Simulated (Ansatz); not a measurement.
**ZrTaN: what a guessed cell relaxes into**

The task: take a trial cell of ZrTaN to zero force and stress.

Computed with Ansatz 0.2.0 (DFT PBE, scalar-relativistic, plane waves, PAW, unless a step's input says otherwise).

### Step 1. The system as given

It takes space group P4_2/mmc (No. 131, tetragonal). The conventional cell has a = 3.512 Å, b = 3.512 Å, c = 6.610 Å, α = 90.00°, β = 90.00°, γ = 90.00°. Zr (site symmetry -4m2) has 4 N at 2.41 Å in its first shell of neighbours. Ta (site symmetry mmm) has 2 N at 1.76 Å in its first shell of neighbours. N (site symmetry mmm) has 2 Ta at 1.76 Å and 4 Zr at 2.41 Å in its first shell of neighbours.

As a file:

```xyz
6
Lattice="3.5123 0.0000 0.0000 0.0000 3.5123 0.0000 0.0000 0.0000 6.6100" Properties=species:S:1:pos:R:3 pbc="T T T"
Zr    0.0000    0.0000    4.9575
Zr    0.0000    0.0000    1.6525
Ta    1.7562    1.7562    0.0000
Ta    1.7562    1.7562    3.3050
N     1.7562    0.0000    3.3050
N     0.0000    1.7562    0.0000
```

A structure generator made this guess: species swapped into a database cell of HoCoC (P4_2/mmc, No. 131), with Zr on the Ho sites, Ta on the Co sites and N on the C sites. The dimensions are guesses.

### Step 2. The guess as it stands, on a coarse mesh

Input file input.yaml:

```yaml
crystal:
  lattice:
    - [3.51233142, 0.0, 0.0]
    - [0.0, 3.51233142, 0.0]
    - [0.0, 0.0, 6.61004304]
  atoms:
    - { symbol: Zr, position: [0.0, 0.0, 0.75] }
    - { symbol: Zr, position: [0.0, 0.0, 0.25] }
    - { symbol: Ta, position: [0.5, 0.5, 0.0] }
    - { symbol: Ta, position: [0.5, 0.5, 0.5] }
    - { symbol: "N", position: [0.5, 0.0, 0.5] }
    - { symbol: "N", position: [0.0, 0.5, 0.0] }
basis:
  ecutwfc: 420
kpoints:
  mp_grid: { grid: [6, 6, 4] }
hamiltonian:
  xc: pbe
scf:
  occupations: { method: gaussian, width: 0.1 }
  lower_state_search: "off"
output:
  forces: true
  stress: true
  eigenvalues: true
```

On the command line:

```bash
$ ansatz run input.yaml --threads 1 --pin off --max-ram 2560MiB --backend cpu --events-out ev --progress --plain --runs-dir out
```

Further runs follow: spin check on a coarse mesh; coarse relaxation; final relaxation.

Before running it: what results should come out? Wanted: conventional cell; volume; energy over the elements; gap on the mesh.

**Answer**, as computed:

| quantity | value |
| --- | --- |
| symmetry at the end (tolerance 0.05 Å) | space group P4_2/mmc (No. 131) |
| conventional cell | a = 3.911 Å, b = 3.911 Å, c = 6.303 Å, α = 90.00°, β = 90.00°, γ = 90.00° |
| volume | 16.07 Å³/atom |
| energy over the elements (uncorrected; H, N, O, F and Cl as molecules) | -0.63 eV/atom |
| gap on the mesh | none (metal) |

The space group P4_2/mmc (No. 131) is kept, and the volume per atom grows by 18.2 % from the first guess. A negative formation energy is needed for stability but isn't enough; other structures and compounds were not set against it here. No finished test with a distortion of lower symmetry is shown, so the end may be a saddle point. Spin-orbit coupling is left out for Ta. Other magnetic orders were not searched.
